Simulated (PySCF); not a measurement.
# C6H10OSi: the cost of one run

Computed with PySCF 2.14.0 and routines of our own; the level stands in each step. Atoms count from 0.

### 1 The system as given

18 atoms, charge 0, multiplicity 1; geometry from: GFN2-xTB.

### 2 Relaxing the molecule at PBE0-D3(BJ)/def2-SVP

Job settings and geometry (Å):

```
{"job": {"xc": "PBE0", "basis": "def2-SVP", "d3": "d3bj", "grid": 2, "kind": "geom"}, "charge": 0, "multiplicity": 1}
C      3.798205     0.052120     0.345802
C      2.537136    -0.734317     0.073922
O      2.542258    -1.932368    -0.114185
C      1.309143     0.071478     0.062579
C      0.104553    -0.483934    -0.151998
C     -1.135618     0.239383    -0.152308
C     -2.332995    -0.337614    -0.317347
Si    -3.982327     0.560827    -0.279387
H      4.663627    -0.604509     0.325366
H      3.912646     0.831794    -0.404892
H      3.726709     0.528141     1.322127
H      1.408140     1.133164     0.242042
H      0.060426    -1.552806    -0.324888
H     -1.068608     1.309288     0.003657
H     -2.350727    -1.411299    -0.469161
H     -4.762755     0.044537     0.848230
H     -3.748975     1.995864    -0.116890
H     -4.689600     0.296570    -1.534529
```

Run with:

```bash
OMP_NUM_THREADS=1 python excited_run.py task.json out
```

This one command runs all jobs of the session in turn.

Q: Estimate the wall time and peak memory of this first job on 1 thread of Arm Neoverse V1, shared host.

About 71 s, with a peak of 0.78 GiB.
